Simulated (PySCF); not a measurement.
# C3H6BNO2: the cost of one run

Computed with PySCF 2.14.0, with density-fitted response routines of our own, on a single molecule in the gas phase. Atoms count from 0, in the outputs and in this text.

### Step 1. The starting structure

13 atoms, charge 0, multiplicity 1; geometry from: GFN2-xTB. The atoms were then displaced at random by about 0.01 Å, so the start is not that level's minimum.

Bonds of the start (Å): N0–B1 1.65, B1–C2 1.53, C2–C3 1.26, C3–C4 1.39, C4–O5 1.21, C4–O6 1.35, N0–H7 1.02, N0–H8 0.98, N0–H9 1.04, B1–H10 1.18, B1–H11 1.19, O6–H12 0.93.

### Step 2. Optimising the geometry at PBE0-D3(BJ)/def2-SVP

The job: settings as JSON, then the geometry in Å.

```
{"job": {"xc": "PBE0", "basis": "def2-SVP", "d3": "d3bj", "grid": 1, "shake": 0.01, "kind": "geom"}, "charge": 0, "multiplicity": 1}
N     -2.277090    -0.245250     0.284290
B     -1.364890     0.532730    -0.853820
C      0.069620     0.254110    -0.394630
C      1.242180     0.017470     0.002810
C      2.485510    -0.324370     0.526260
O      2.663940    -0.979740     1.529410
O      3.517220     0.185640    -0.185610
H     -2.086050     0.198620     1.181190
H     -2.046630    -1.197190     0.315770
H     -3.282220    -0.114660     0.060110
H     -1.610140     0.021840    -1.887800
H     -1.625960     1.694120    -0.799510
H      4.320320    -0.060210     0.211200
```

Launch:

```sh
OMP_NUM_THREADS=1 python probes_run.py task.json out
```

This one command runs all jobs of the session in turn.

Q: Estimate the wall time and peak memory of this first job on 1 thread of Arm Neoverse V2, shared host.

About 66 s, with a peak of 0.52 GiB.
